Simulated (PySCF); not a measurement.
# C7H4BrO2: the cost of one run

Programs: PySCF 2.14.0, with density-fitted response routines of our own. Each step states its level of theory. These are calculated values for one molecule, in the gas phase or a continuum, unless marked as measured. Atoms are numbered from 0 throughout.

## Step 1: The starting structure

14 atoms, charge -1, multiplicity 1; geometry from: GFN2-xTB. The atoms were then displaced at random by about 0.01 Å, so the start is not that level's minimum.

Bonds of the start (Å): O0–C1 1.23, C1–O2 1.23, C1–C3 1.53, C3–C4 1.41, C4–C5 1.38, C5–C6 1.37, C6–Br7 1.92, C6–C8 1.38, C8–C9 1.38, C9–C3 1.41, C4–H10 1.07, C5–H11 1.08, C8–H12 1.10, C9–H13 1.08.

## Step 2: Geometry optimisation at PBE0-D3(BJ)/def2-SVP

Job settings and geometry (Å):

```
{"job": {"xc": "PBE0", "basis": "def2-SVP", "d3": "d3bj", "grid": 1, "shake": 0.01, "kind": "geom"}, "charge": -1, "multiplicity": 1}
O      2.909950     1.313450    -0.410290
C      2.459450     0.180590    -0.286640
O      3.051330    -0.894570    -0.281320
C      0.939680     0.070900    -0.109120
C      0.304670    -1.180730     0.036340
C     -1.066180    -1.286190     0.202900
C     -1.812540    -0.139160     0.208140
Br    -3.712120    -0.275090     0.422650
C     -1.262080     1.121560     0.077740
C      0.109150     1.204120    -0.088360
H      0.932110    -2.052610     0.046990
H     -1.526050    -2.257480     0.330760
H     -1.911660     2.010810     0.054480
H      0.577150     2.169300    -0.212030
```

On the command line:

```sh
OMP_NUM_THREADS=1 python probes_run.py task.json out
```

One launch serves the whole session: the jobs run in the order shown.

**Question.** How long does this first job take on 1 thread of Intel Xeon at 2.50GHz, shared host, and how much memory does it need?

About 5.3 min, with a peak of 0.8 GiB.
